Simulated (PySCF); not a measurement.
# C4H10BBr: runs on many settings

Which settings matter for C4H10BBr (`CB(C)CCBr`)?

Programs: PySCF 2.14.0, with density-fitted response routines of our own. Each step states its level of theory. These are calculated values for one molecule in the gas phase, unless marked as measured. Atoms count from 0, in the outputs and in this text.

1 further run of the same task is left out (it didn't finish).

## Step 1: Starting geometry

16 atoms, charge 0, multiplicity 1; geometry from: GFN2-xTB.

Bonds of the start (Å): C0–B1 1.58, B1–C2 1.57, B1–C3 1.59, C3–C4 1.51, C4–Br5 1.97, C0–H6 1.09, C0–H7 1.09, C0–H8 1.09, C2–H9 1.09, C2–H10 1.09, C2–H11 1.09, C3–H12 1.10, C3–H13 1.09, C4–H14 1.09, C4–H15 1.09.

## Step 2: Indirect couplings: PW91/6-31G*

What the job is given:

```
{"job": {"kind": "j", "xc": "PW91", "basis": "6-31G*", "scf": {"guess": "huckel"}}, "charge": 0, "multiplicity": 1}
C     -0.824104     1.445749     0.302943
B     -0.609167    -0.096241     0.061019
C     -1.838830    -1.078848     0.068773
C      0.835970    -0.699708    -0.197809
C      1.980950     0.291355    -0.198956
Br     3.713379    -0.587886    -0.536649
H     -1.864492     1.725176     0.447569
H     -0.439973     2.034018    -0.529727
H     -0.271599     1.783286     1.179526
H     -2.546962    -0.804833    -0.713309
H     -1.581414    -2.125534    -0.073321
H     -2.393484    -0.996797     1.002940
H      0.825729    -1.233460    -1.153900
H      1.034599    -1.470831     0.553809
H      2.092952     0.788448     0.763045
H      1.878846     1.035052    -0.987363
```

Method: PW91/6-31G* indirect spin-spin coupling, non-relativistic, gas phase.

Run with:

```bash
OMP_NUM_THREADS=1 python probes_run.py task.json out
```

The driver reads the jobs from task.json and runs them one after another.

The program printed:

```text
final grid: 122840 points
cycle   1  E = -2745.5636645497  dE =  8.413e+00  |g| = 5.280e+00  |ddm| = 8.699e+00
cycle   2  E = -2666.2738742113  dE =  7.929e+01  |g| = 8.814e+00  |ddm| = 3.478e+01
cycle   3  E = -2722.6599849078  dE = -5.639e+01  |g| = 5.612e+00  |ddm| = 4.689e+01
cycle   4  E = -2729.7576169656  dE = -7.098e+00  |g| = 6.144e+00  |ddm| = 4.298e+01
cycle   5  E = -2756.8170513910  dE = -2.706e+01  |g| = 1.091e+00  |ddm| = 2.679e+01
cycle   6  E = -2756.9179513033  dE = -1.009e-01  |g| = 1.077e+00  |ddm| = 2.934e+00
cycle   7  E = -2757.1807636373  dE = -2.628e-01  |g| = 2.200e-01  |ddm| = 1.123e+00
cycle   8  E = -2757.1942012120  dE = -1.344e-02  |g| = 9.049e-02  |ddm| = 2.761e-01
cycle   9  E = -2757.1960821952  dE = -1.881e-03  |g| = 6.145e-02  |ddm| = 1.158e-01
cycle  10  E = -2757.1971464689  dE = -1.064e-03  |g| = 1.763e-02  |ddm| = 8.599e-02
cycle  11  E = -2757.1972280167  dE = -8.155e-05  |g| = 6.926e-03  |ddm| = 2.316e-02
cycle  12  E = -2757.1972431746  dE = -1.516e-05  |g| = 1.994e-03  |ddm| = 1.173e-02
cycle  13  E = -2757.1972441742  dE = -9.997e-07  |g| = 3.047e-04  |ddm| = 2.082e-03
cycle  14  E = -2757.1972441970  dE = -2.273e-08  |g| = 9.582e-05  |ddm| = 3.909e-04
cycle  15  E = -2757.1972441989  dE = -1.904e-09  |g| = 4.850e-05  |ddm| = 1.393e-04
cycle  16  E = -2757.1972441995  dE = -5.821e-10  |g| = 9.893e-06  |ddm| = 5.475e-05
converged SCF energy = -2757.1972441995

Indirect spin-spin couplings (Hz)
  i      j    bonds     total        FC       PSO       DSO        SD
  0 C    1 B    1     62.742    63.990    -1.735     0.210     0.277
  0 C    2 C    2      3.676     3.850    -0.171    -0.003         -
  0 C    3 C    2      3.504     3.612    -0.130     0.022         -
  0 C    4 C    3      2.370     2.264     0.042     0.064         -
  0 C    6 H    1    135.207   133.264     1.309     0.634         -
  0 C    7 H    1    127.348   125.167     1.500     0.682         -
  0 C    8 H    1    126.986   124.791     1.513     0.682         -
  0 C    9 H    3      0.203     0.251    -0.021    -0.027         -
  0 C   10 H    3      6.658     6.820     0.187    -0.349         -
  0 C   11 H    3      0.520     0.565    -0.031    -0.014         -
  0 C   12 H    3      0.618     0.668     0.149    -0.199         -
  0 C   13 H    3      0.609     0.659     0.149    -0.199         -
  0 C   14 H    4      0.254     0.098    -0.072     0.229         -
  0 C   15 H    4      0.263     0.108    -0.074     0.229         -
  1 B    2 C    1     63.935    65.229    -1.759     0.203     0.261
  1 B    3 C    1     58.807    60.063    -1.768     0.271     0.241
  1 B    4 C    2      0.782     0.800    -0.040     0.073    -0.050
  1 B    6 H    2     -4.361    -3.761    -0.421    -0.220     0.040
  1 B    7 H    2     -0.704    -0.569    -0.147    -0.127     0.140
  1 B    8 H    2     -0.513    -0.414    -0.129    -0.121     0.151
  1 B    9 H    2     -0.424    -0.319    -0.112    -0.149     0.155
  1 B   10 H    2     -4.489    -3.898    -0.401    -0.232     0.042
  1 B   11 H    2     -0.746    -0.579    -0.144    -0.160     0.136
  1 B   12 H    2     -0.860    -0.844    -0.189     0.036     0.137
  1 B   13 H    2     -0.856    -0.838    -0.188     0.034     0.136
  1 B   14 H    3      1.059     1.119    -0.194     0.154    -0.021
  1 B   15 H    3      1.075     1.135    -0.195     0.156    -0.021
  2 C    3 C    2      4.787     4.932    -0.171     0.026         -
  2 C    4 C    3      5.322     5.292     0.051    -0.021         -
  2 C    6 H    3      3.880     3.875    -0.059     0.063         -
  2 C    7 H    3      1.481     1.594     0.136    -0.250         -
  2 C    8 H    3      1.147     1.258     0.131    -0.242         -
  2 C    9 H    1    127.529   125.387     1.510     0.633         -
  2 C   10 H    1    134.558   132.615     1.321     0.622         -
  2 C   11 H    1    128.283   126.165     1.488     0.631         -
  2 C   12 H    3      0.429     0.417    -0.059     0.071         -
  2 C   13 H    3      0.451     0.441    -0.059     0.068         -
  2 C   14 H    4     -0.232    -0.223     0.115    -0.124         -
  2 C   15 H    4     -0.229    -0.221     0.115    -0.123         -
  3 C    4 C    1     42.601    43.371    -1.049     0.279         -
  3 C    6 H    3      4.839     4.946     0.175    -0.282         -
  3 C    7 H    3     -0.020    -0.033    -0.042     0.055         -
  3 C    8 H    3     -0.147    -0.159    -0.036     0.048         -
  3 C    9 H    3      1.079     1.139     0.101    -0.161         -
  3 C   10 H    3      3.804     3.705    -0.089     0.188         -
  3 C   11 H    3      1.578     1.646     0.111    -0.179         -
  3 C   12 H    1    136.311   134.197     1.042     1.071         -
  3 C   13 H    1    136.445   134.333     1.041     1.071         -
  3 C   14 H    2     -0.779    -0.817     0.016     0.022         -
  3 C   15 H    2     -0.791    -0.830     0.017     0.022         -
  4 C    6 H    4      0.896     0.841     0.221    -0.166         -
  4 C    7 H    4      0.463     0.163    -0.026     0.326         -
  4 C    8 H    4      0.408     0.119    -0.020     0.309         -
  4 C    9 H    4      0.545     0.525     0.145    -0.125         -
  4 C   10 H    4      0.225     0.183     0.132    -0.090         -
  4 C   11 H    4      0.739     0.721     0.148    -0.130         -
  4 C   12 H    2     -5.115    -5.162    -0.097     0.144         -
  4 C   13 H    2     -5.096    -5.142    -0.099     0.145         -
  4 C   14 H    1    158.220   157.041    -0.100     1.279         -
  4 C   15 H    1    158.142   156.961    -0.099     1.280         -
  6 H    7 H    2    -14.509   -13.560     1.513    -2.462         -
  6 H    8 H    2    -14.892   -13.949     1.512    -2.455         -
  6 H   12 H    4     -0.242     0.189     0.746    -1.178         -
  6 H   13 H    4     -0.403     0.034     0.757    -1.194         -
  7 H    8 H    2    -19.692   -18.977     1.462    -2.176         -
  7 H    9 H    4      1.191     1.407     0.203    -0.419         -
  7 H   10 H    4     -0.277     0.272     0.791    -1.341         -
  7 H   11 H    4      1.928     2.470     0.789    -1.331         -
  7 H   12 H    4      1.030     1.105     0.202    -0.277         -
  7 H   13 H    4      1.163     1.596     0.825    -1.258         -
  7 H   14 H    5      0.425     0.077    -0.284     0.632         -
  7 H   15 H    5      0.984    -0.089    -1.226     2.298         -
  8 H    9 H    4      2.111     2.659     0.797    -1.344         -
  8 H   11 H    4      0.991     1.192     0.181    -0.382         -
  8 H   12 H    4      1.183     1.622     0.832    -1.271         -
  8 H   13 H    4      1.173     1.244     0.193    -0.264         -
  8 H   14 H    5      0.963    -0.072    -1.184     2.219         -
  8 H   15 H    5      0.380     0.063    -0.239     0.556         -
  9 H   10 H    2    -14.757   -13.773     1.566    -2.550         -
  9 H   11 H    2    -20.001   -19.187     1.556    -2.371         -
  9 H   12 H    4      1.377     1.410     0.080    -0.113         -
  9 H   13 H    4      2.633     3.042     0.745    -1.154         -
 10 H   11 H    2    -14.136   -13.135     1.570    -2.570         -
 10 H   12 H    4      0.343    -0.090    -0.615     1.047         -
 10 H   13 H    4      0.338    -0.117    -0.649     1.104         -
 10 H   14 H    5     -0.162    -0.008     0.470    -0.625         -
 10 H   15 H    5     -0.170    -0.007     0.483    -0.645         -
 11 H   12 H    4      2.422     2.843     0.764    -1.185         -
 11 H   13 H    4      1.123     1.199     0.152    -0.229         -
 12 H   13 H    2    -19.563   -19.527     1.119    -1.155         -
 12 H   14 H    3     11.148    11.956     1.521    -2.328         -
 12 H   15 H    3      3.452     3.215     0.003     0.234         -
 13 H   14 H    3      3.504     3.264    -0.002     0.243         -
 13 H   15 H    3     11.143    11.951     1.521    -2.329         -
 14 H   15 H    2    -10.760   -10.685     1.153    -1.228         -
```

Run time: 22 s. Hardware: 1 thread of Arm Neoverse V2, shared host.

This basis has no tight s functions, so the Fermi-contact terms are rough.

A choice of the couplings up to four bonds, sorted by the number of bonds, with means over like pairs; isotopes 11B, 13C, 1H:

```tsv
pair	bonds	J (Hz)	Fermi contact (Hz)	dihedral (°)
C4–H14	1	158.2	157.0	–
C3–H12	1	136.4	134.3	–
C0–H6	1	130.0	127.9	–
C0–B1	1	63.3	64.6	–
B1–C3	1	58.8	60.1	–
C3–C4	1	42.6	43.4	–
H12–H13	2	-19.6	-19.5	–
H6–H7	2	-16.3	-15.4	–
H14–H15	2	-10.8	-10.7	–
C4–H12	2	-5.1	-5.2	–
C0–C3	2	4.1	4.3	–
C0–C2	2	3.7	3.9	–
B1–H6	2	-1.9	-1.6	–
H12–H14	3	11.1	12.0	-175
C0–C4	3	3.8	3.8	–
H12–H15	3	3.5	3.2	61
C0–H9	3	2.3	2.4	–
C3–H6	3	1.9	1.9	–
B1–H14	3	1.1	1.1	62
H6–H12	4	1.0	1.2	–
```

Where two rows join the same classes of atoms, they are the two kinds of pair (J and J′ of an AA′XX′ pattern), each a mean over its own pairs alone.

The spin-dipole term was solved for some atoms only; pairs without it lack that part.

The response was solved for the nuclei of B, C, H alone, so couplings that need other nuclei can be missing.

Quadrupole couplings from the field gradients of the same density:

```tsv
atom	isotope	eQq/h (MHz)	η
Br5	79Br	477.4	0.00
B1	11B	4.836	0.04
```

## Step 3: J couplings: mPW1PW91/3-21G

Same as in step 2 but for these lines:

```diff
@@ -1,2 +1,2 @@
-{"job": {"kind": "j", "xc": "PW91", "basis": "6-31G*", "scf": {"guess": "huckel"}}, "charge": 0, "multiplicity": 1}
+{"job": {"kind": "j", "xc": "mPW1PW91", "basis": "3-21G", "scf": {"conv": 1e-08}}, "charge": 0, "multiplicity": 1}
 C     -0.824104     1.445749     0.302943
```

Level: mPW1PW91/3-21G indirect spin-spin coupling, non-relativistic, gas phase.

The program printed:

```text
final grid: 122840 points
cycle   1  E = -2744.1934955416  dE = -2.444e+00  |g| = 4.460e-01  |ddm| = 3.525e+00
cycle   2  E = -2744.2028753141  dE = -9.380e-03  |g| = 4.103e-01  |ddm| = 9.784e-01
cycle   3  E = -2744.2467265227  dE = -4.385e-02  |g| = 4.257e-02  |ddm| = 4.483e-01
cycle   4  E = -2744.2471468198  dE = -4.203e-04  |g| = 1.477e-02  |ddm| = 6.152e-02
cycle   5  E = -2744.2471981203  dE = -5.130e-05  |g| = 4.930e-03  |ddm| = 2.388e-02
cycle   6  E = -2744.2472056905  dE = -7.570e-06  |g| = 2.663e-04  |ddm| = 7.775e-03
cycle   7  E = -2744.2472057115  dE = -2.101e-08  |g| = 1.037e-04  |ddm| = 5.999e-04
cycle   8  E = -2744.2472057149  dE = -3.331e-09  |g| = 1.912e-05  |ddm| = 1.452e-04
converged SCF energy = -2744.2472057149

Indirect spin-spin couplings (Hz)
  i      j    bonds     total        FC       PSO       DSO        SD
  0 C    1 B    1     38.166    39.129    -1.358     0.210     0.185
  0 C    2 C    2      1.921     2.061    -0.136    -0.004         -
  0 C    3 C    2      1.735     1.825    -0.110     0.021         -
  0 C    4 C    3      1.801     1.715     0.022     0.063         -
  0 C    6 H    1     96.557    94.450     1.423     0.684         -
  0 C    7 H    1     90.463    88.147     1.579     0.737         -
  0 C    8 H    1     90.140    87.814     1.590     0.736         -
  0 C    9 H    3      0.286     0.330    -0.017    -0.027         -
  0 C   10 H    3      5.419     5.644     0.120    -0.345         -
  0 C   11 H    3      0.552     0.591    -0.024    -0.015         -
  0 C   12 H    3      0.570     0.663     0.103    -0.197         -
  0 C   13 H    3      0.565     0.658     0.104    -0.197         -
  0 C   14 H    4      0.206     0.025    -0.047     0.228         -
  0 C   15 H    4      0.214     0.034    -0.048     0.228         -
  1 B    2 C    1     38.450    39.434    -1.366     0.203     0.179
  1 B    3 C    1     35.589    36.546    -1.395     0.269     0.169
  1 B    4 C    2     -1.017    -1.007    -0.039     0.074    -0.045
  1 B    6 H    2     -4.305    -3.723    -0.418    -0.208     0.044
  1 B    7 H    2     -1.647    -1.484    -0.177    -0.114     0.128
  1 B    8 H    2     -1.510    -1.377    -0.161    -0.108     0.135
  1 B    9 H    2     -1.574    -1.428    -0.149    -0.135     0.138
  1 B   10 H    2     -4.321    -3.743    -0.403    -0.220     0.045
  1 B   11 H    2     -1.804    -1.606    -0.177    -0.146     0.125
  1 B   12 H    2     -1.695    -1.677    -0.190     0.047     0.124
  1 B   13 H    2     -1.690    -1.670    -0.189     0.045     0.124
  1 B   14 H    3      1.024     1.038    -0.156     0.156    -0.014
  1 B   15 H    3      1.035     1.048    -0.156     0.157    -0.013
  2 C    3 C    2      2.868     2.975    -0.132     0.025         -
  2 C    4 C    3      3.693     3.680     0.034    -0.021         -
  2 C    6 H    3      3.304     3.289    -0.048     0.062         -
  2 C    7 H    3      1.221     1.381     0.086    -0.247         -
  2 C    8 H    3      0.957     1.112     0.083    -0.239         -
  2 C    9 H    1     90.361    88.084     1.589     0.688         -
  2 C   10 H    1     95.967    93.857     1.437     0.673         -
  2 C   11 H    1     90.999    88.742     1.571     0.685         -
  2 C   12 H    3      0.448     0.412    -0.035     0.071         -
  2 C   13 H    3      0.469     0.436    -0.035     0.068         -
  2 C   14 H    4     -0.254    -0.219     0.089    -0.124         -
  2 C   15 H    4     -0.253    -0.218     0.088    -0.123         -
  3 C    4 C    1     27.716    28.089    -0.661     0.287         -
  3 C    6 H    3      4.325     4.488     0.116    -0.279         -
  3 C    7 H    3      0.220     0.194    -0.029     0.055         -
  3 C    8 H    3      0.102     0.079    -0.025     0.048         -
  3 C    9 H    3      1.000     1.088     0.071    -0.159         -
  3 C   10 H    3      3.394     3.261    -0.052     0.186         -
  3 C   11 H    3      1.413     1.513     0.077    -0.177         -
  3 C   12 H    1     97.031    94.639     1.272     1.121         -
  3 C   13 H    1     97.128    94.737     1.271     1.120         -
  3 C   14 H    2     -2.641    -2.722     0.045     0.036         -
  3 C   15 H    2     -2.646    -2.729     0.046     0.036         -
  4 C    6 H    4      0.480     0.490     0.153    -0.163         -
  4 C    7 H    4      0.372     0.051    -0.002     0.324         -
  4 C    8 H    4      0.336     0.027     0.001     0.308         -
  4 C    9 H    4      0.249     0.270     0.101    -0.123         -
  4 C   11 H    4      0.372     0.396     0.104    -0.128         -
  4 C   12 H    2     -5.527    -5.631    -0.052     0.157         -
  4 C   13 H    2     -5.516    -5.620    -0.053     0.157         -
  4 C   14 H    1    113.817   112.163     0.328     1.326         -
  4 C   15 H    1    113.764   112.109     0.329     1.327         -
  6 H    7 H    2    -14.152   -12.862     1.056    -2.346         -
  6 H    8 H    2    -14.437   -13.157     1.058    -2.339         -
  6 H   10 H    4     -0.662     0.155     0.542    -1.359         -
  6 H   11 H    4      0.212    -0.146    -0.315     0.672         -
  6 H   12 H    4     -0.594     0.050     0.515    -1.160         -
  6 H   13 H    4     -0.715    -0.061     0.522    -1.176         -
  6 H   14 H    5     -0.259     0.047     0.371    -0.677         -
  6 H   15 H    5     -0.245     0.050     0.364    -0.659         -
  7 H    8 H    2    -18.136   -17.167     1.083    -2.052         -
  7 H    9 H    4      0.694     0.972     0.130    -0.408         -
  7 H   10 H    4     -0.676     0.122     0.524    -1.321         -
  7 H   11 H    4      0.931     1.720     0.520    -1.310         -
  7 H   12 H    4      0.665     0.776     0.156    -0.267         -
  7 H   13 H    4      0.428     1.092     0.573    -1.238         -
  7 H   14 H    5      0.531     0.053    -0.157     0.636         -
  7 H   15 H    5      1.426    -0.066    -0.784     2.276         -
  8 H    9 H    4      1.061     1.857     0.526    -1.322         -
  8 H   10 H    4     -0.472     0.307     0.508    -1.288         -
  8 H   11 H    4      0.560     0.815     0.116    -0.371         -
  8 H   12 H    4      0.441     1.114     0.578    -1.250         -
  8 H   13 H    4      0.774     0.878     0.149    -0.254         -
  8 H   14 H    5      1.384    -0.057    -0.757     2.199         -
  8 H   15 H    5      0.474     0.041    -0.127     0.560         -
  9 H   10 H    2    -14.344   -13.009     1.098    -2.434         -
  9 H   11 H    2    -18.439   -17.344     1.153    -2.248         -
  9 H   12 H    4      0.980     1.012     0.069    -0.101         -
  9 H   13 H    4      1.436     2.052     0.515    -1.131         -
  9 H   14 H    5     -0.305     0.082     0.397    -0.784         -
 10 H   11 H    2    -13.871   -12.511     1.095    -2.455         -
 10 H   12 H    4      0.546    -0.124    -0.378     1.048         -
 10 H   13 H    4      0.555    -0.148    -0.401     1.104         -
 10 H   14 H    5     -0.274    -0.004     0.348    -0.618         -
 10 H   15 H    5     -0.285    -0.005     0.356    -0.637         -
 11 H   12 H    4      1.263     1.900     0.525    -1.162         -
 11 H   13 H    4      0.765     0.865     0.117    -0.216         -
 11 H   15 H    5     -0.311     0.071     0.394    -0.777         -
 12 H   13 H    2    -17.823   -17.724     0.944    -1.043         -
 12 H   14 H    3      8.609     9.901     0.989    -2.281         -
 12 H   15 H    3      3.359     3.054     0.050     0.255         -
 13 H   14 H    3      3.403     3.093     0.047     0.263         -
 13 H   15 H    3      8.605     9.897     0.989    -2.281         -
 14 H   15 H    2    -11.372   -11.202     0.940    -1.110         -
```

Wall time 9.9 s (1 thread of Arm Neoverse V2, shared host).

The basis is not made for couplings: without tight functions at the nuclei these values are rough.

Key values: J(C4,H14) 113.8 Hz, J(C3,H12) 97.1 Hz, J(C0,H6) 92.4 Hz (means over like pairs).

(Part 1 of 2 ends here.)
